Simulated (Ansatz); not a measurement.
# CaMn2Bi2: the cost of one run

Method: DFT PBE, scalar-relativistic, plane waves, PAW, in Ansatz 0.2.0.

These runs use a low cutoff (300 eV) and a coarse mesh on purpose, to show what cheap settings give: their numbers aren't properties of the material.

## (1) The system as given

It takes space group P-3m1 (No. 164, trigonal). Conventional cell: a = 4.557 Å, b = 4.557 Å, c = 7.685 Å, α = 90.00°, β = 90.00°, γ = 120.00°. Ca (site symmetry -3m) is surrounded by 6 Bi at 3.27 Å. Mn (site symmetry 3m) has 4 Bi at 2.75 to 2.84 Å and 3 Mn at 3.12 Å as nearest neighbours. Around Bi (site symmetry 3m) lie 4 Mn at 2.75 to 2.84 Å.

Coordinates:

```cif
data_structure
_symmetry_space_group_name_H-M 'P-3m1'
_symmetry_Int_Tables_number 164
_cell_length_a 4.5574
_cell_length_b 4.5574
_cell_length_c 7.6852
_cell_angle_alpha 90.000
_cell_angle_beta 90.000
_cell_angle_gamma 120.000
_cell_volume 138.23
loop_
_atom_site_label
_atom_site_type_symbol
_atom_site_symmetry_multiplicity
_atom_site_Wyckoff_symbol
_atom_site_fract_x
_atom_site_fract_y
_atom_site_fract_z
_atom_site_occupancy
Ca1 Ca 1 a 0.00000 0.00000 0.00000 1
Mn1 Mn 2 d 0.66667 0.33333 0.60893 1
Bi1 Bi 2 d 0.66667 0.33333 0.25167 1
```

This cell comes from an earlier session at PBE: 27.647 Å³/atom at -0.01 GPa, on a 4×4×1 mesh. The large moments point both ways and cancel.

Volume factors to run: 0.980, 1.020, 0.960, 1.040.

## (2) Scaling the volume by 0.980

File input.yaml:

```yaml
crystal:
  lattice:
    - [4.5267943587, 0.0, 0.0]
    - [-2.2633971794, 3.9203189123, 0.0]
    - [0.0, 0.0, 15.2671986057]
  atoms:
    - { symbol: Ca, position: [0.0, 0.0, 0.0] }
    - { symbol: Mn, position: [0.6666666667, 0.3333333333, 0.3044669859], spin: 4.34 }
    - { symbol: Mn, position: [0.3333333333, 0.6666666667, 0.1955329828], spin: -4.34 }
    - { symbol: Bi, position: [0.6666666667, 0.3333333333, 0.1258337581] }
    - { symbol: Bi, position: [0.3333333333, 0.6666666667, 0.3741662134] }
    - { symbol: Ca, position: [0.0, 0.0, 0.5] }
    - { symbol: Mn, position: [0.6666666667, 0.3333333333, 0.8044670172], spin: -4.34 }
    - { symbol: Mn, position: [0.3333333333, 0.6666666667, 0.6955330141], spin: 4.34 }
    - { symbol: Bi, position: [0.6666666667, 0.3333333333, 0.6258337866] }
    - { symbol: Bi, position: [0.3333333333, 0.6666666667, 0.8741662419] }
basis:
  ecutwfc: 300
  ecutrho_ratio: 4
kpoints:
  mp_grid: { grid: [4, 4, 1] }
hamiltonian:
  xc: pbe
scf:
  occupations: { method: gaussian, width: 0.05 }
output:
  forces: true
  stress: true
  eigenvalues: true
  populations: true
magnetization:
  spin_polarized: true
relax:
  f_tol: 0.01
  max_steps: 40
  cell: { stress_tol: 0.1, fix: [volume] }
```

On the command line:

```
$ ansatz run input.yaml --threads 1 --pin off --max-ram 2560MiB --backend cpu --events-out ev --progress --plain --runs-dir out
```

Q: Estimate wall time and peak memory on 1 thread of Intel Xeon at 2.50GHz (Skylake/Cascade Lake), shared host.

About 79 s, with a peak of 0.61 GiB.
